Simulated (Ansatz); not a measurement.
# C₂H₃Cl₂Si radical: one species, many methods

Aim: compute C₂H₃Cl₂Si radical with functionals from several rungs and with coupled cluster. The yardstick is the atomisation energy at the CCSD(T) limit.

The runs use Ansatz 0.2.0, Gaussian basis; functionals in def2-TZVPP, the program's frozen cores in correlated methods.

Plan: LDA (SPW92), PBE-D4, revPBE-D4, BLYP-D4, r2SCAN-D4, B97M-V, PBE0-D4, B3LYP-D4, r2SCANh-D4, r2SCAN0-D4, HSE06-D4, BHLYP-D4, CAM-B3LYP-D4, LC-ωPBE, ωB97X-V, ωB97M-V, B2PLYP, PBE-QIDH; CCSD(T)/def2-SVP; CCSD(T)/def2-TZVPP; MP2/def2-QZVPP; extrapolation to the limit; RPA on PBE.

### Step 1. Structure used throughout

All runs share one geometry, relaxed beforehand with PBE0-D4 in a triple-zeta def2 set.

SMILES `[CH]=C[SiH](Cl)Cl`, 8 atoms, charge 0, spin multiplicity 2.

Atoms are counted from 1 here; the program's logs count them from 0.

Bond lengths: C1–C2 1.302 Å, C1–H6 1.081 Å, C2–Si3 1.849 Å, C2–H7 1.096 Å, Si3–Cl4 2.046 Å, Si3–Cl5 2.046 Å, Si3–H8 1.473 Å. Angles: C2–C1–H6 140.4°, C1–C2–Si3 119.3°, C1–C2–H7 121.6°, Si3–C2–H7 119.1°, C2–Si3–Cl4 109.6°, C2–Si3–Cl5 109.6°, C2–Si3–H8 111.7°, Cl4–Si3–Cl5 108.1°, Cl4–Si3–H8 108.9°, Cl5–Si3–H8 108.9°.

### Step 2. LDA

This LDA is Slater exchange with PW92 correlation.

Contents of in.yaml:

```yaml
crystal:
  periodic: [false, false, false]
  atoms:
    - {symbol: C, position_ang: [-0.467204, 1.549841, 0.659263]}
    - {symbol: C, position_ang: [-0.193615, 0.279140, 0.737886]}
    - {symbol: Si, position_ang: [0.301599, -0.635846, -0.791093]}
    - {symbol: Cl, position_ang: [-1.013128, -2.166627, -1.130880]}
    - {symbol: Cl, position_ang: [2.164150, -1.443534, -0.534591]}
    - {symbol: H, position_ang: [-0.772548, 2.376448, 1.285646]}
    - {symbol: H, position_ang: [-0.249630, -0.262110, 1.689032]}
    - {symbol: H, position_ang: [0.322478, 0.245591, -1.971064]}
basis:
  gaussian: {orbitals: def2-TZVPP}
magnetization: {spin_polarized: true, initial_magnetization: 1}
hamiltonian: {xc: lda}
output: {orbitals: {seedname: orbitals}}
```

After this run come: PBE-D4 (GGA); revPBE-D4 (GGA); BLYP-D4 (GGA); r2SCAN-D4 (meta-GGA); B97M-V (meta-GGA); PBE0-D4 (hybrid); B3LYP-D4 (hybrid); r2SCANh-D4 (hybrid); r2SCAN0-D4 (hybrid); HSE06-D4 (hybrid); BHLYP-D4 (hybrid); CAM-B3LYP-D4 (range-separated); LC-ωPBE-D4 (range-separated); ωB97X-V (range-separated); ωB97M-V (range-separated); B2PLYP (double hybrid); PBE-QIDH (double hybrid); CCSD(T) in def2-SVP; CCSD(T) in def2-TZVPP; MP2 in def2-QZVPP; RPA on PBE orbitals.

**Question.** What will the summary of the whole plan be? Wanted: atomisation energy, CCSD(T)/CBS; farthest beyond LDA; mean size of error, GGA; mean size of error, meta-GGA; mean size of error, hybrid; mean size of error, range-separated; mean size of error, double hybrid; gap, smallest and largest; T1 diagnostic.

As calculated:

```
                               quantity                                                                      value
        atomisation energy, CCSD(T)/CBS                                                              2889.3 kJ/mol
 functionals within 14.4 kJ/mol (0.5 %)  revPBE-D4, B3LYP-D4, r2SCAN0-D4, CAM-B3LYP-D4, LC-ωPBE, ωB97X-V, PBE-QIDH
                    farthest beyond LDA                                                      PBE-D4 (+77.9 kJ/mol)
                mean size of error, GGA                                                                33.4 kJ/mol
           mean size of error, meta-GGA                                                                40.2 kJ/mol
             mean size of error, hybrid                                                                30.1 kJ/mol
    mean size of error, range-separated                                                                11.2 kJ/mol
      mean size of error, double hybrid                                                                22.2 kJ/mol
              gap, smallest and largest                                  1.57 eV (LDA (SPW92)), 10.14 eV (LC-ωPBE)
                          T1 diagnostic                                                                     0.0262
triples share of the correlation energy                                                                      4.3 %
```

LDA overbinds by 419.7 kJ/mol (15 %). PBE-D4 is off by +77.9 kJ/mol. Double hybrids carry the basis error of their MP2 part in triple zeta, and no dispersion term here, so their miss is partly the set-up's. By mean error the best rung here is range-separated (11.2 kJ/mol) and the worst beyond LDA is meta-GGA (40.2 kJ/mol). Misses under about 14.4 kJ/mol are within the doubt on the reference itself, which lacks core-valence correlation, relativity and higher excitations. Hartree-Fock recovers 75 % of the binding; the rest is correlation. CCSD(T) in def2-SVP is off by -190.3 kJ/mol, so the small basis spoils what the method gains. Orbital gaps span 1.6 to 10.1 eV; exact exchange widens them. The UHF reference is spin-contaminated (⟨S²⟩ = 0.92 against 0.75).
